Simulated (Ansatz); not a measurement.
Relaxation of a periodic cell of 17 atoms, Si (host Si, host structure diamond, interstitial Si), to a largest force component of 0.03 eV/Å in at most 60 steps.

Computed with DFT PBE-D3(BJ), scalar-relativistic, plane waves, PAW (Ansatz). Settings: PAW set soft_1, cutoff 420 eV, k mesh 2x2x2, gaussian smearing 0.05 eV, no spin polarisation.

```xyz
17
Lattice="0.0000 5.4300 5.4300 5.4300 0.0000 5.4300 5.4300 5.4300 0.0000" Properties=species:S:1:pos:R:3
Si 0.000 0.000 0.000
Si 1.357 1.357 1.357
Si 2.715 2.715 0.000
Si 4.072 4.072 1.357
Si 2.715 0.000 2.715
Si 4.072 1.357 4.072
Si 5.430 2.715 2.715
Si 6.787 4.072 4.072
Si 0.000 2.715 2.715
Si 1.357 4.072 4.072
Si 2.715 5.430 2.715
Si 4.072 6.787 4.072
Si 2.715 2.715 5.430
Si 4.072 4.072 6.787
Si 5.430 5.430 5.430
Si 6.787 6.787 6.787
Si 2.758 5.507 5.477
```

Task: Where does it end, and by what steps?

Result: The run converged. The force dipped under the threshold on the way, but the program's further checks kept it going. After 3 steps the energy has fallen by 0.164 eV; Si17 moved furthest, 0.09 Å.

| step | energy less start (eV) | largest force component (eV/Å) | accepted |
| --- | --- | --- | --- |
| 0 | 0.0000 | 0.774 | yes |
| 1 | -0.1397 | 0.312 | yes |
| 2 | -0.1636 | 0.027 | yes |
| 3 | -0.1636 | 0.027 | yes |

```xyz
17
Lattice="0.0000 5.4300 5.4300 5.4300 0.0000 5.4300 5.4300 5.4300 0.0000" Properties=species:S:1:pos:R:3
Si -0.031 0.005 0.004
Si 1.336 1.387 1.384
Si 2.716 2.755 0.001
Si 4.078 4.073 1.363
Si 2.716 0.003 2.750
Si 4.078 1.364 4.071
Si 5.430 2.716 2.715
Si 6.783 4.071 4.068
Si 0.006 2.723 2.721
Si 1.341 4.057 4.056
Si 2.719 5.435 2.684
Si 4.099 6.817 4.051
Si 2.718 2.684 5.433
Si 4.099 4.052 6.814
Si 5.465 5.433 5.431
Si 6.786 6.794 6.793
Si 2.721 5.439 5.437
```

Whether the end is a true minimum wasn't checked by a vibrational analysis.

Run time: 18 s on 1 thread of Arm Neoverse V1, on a shared host, peak memory 0.49 GiB.
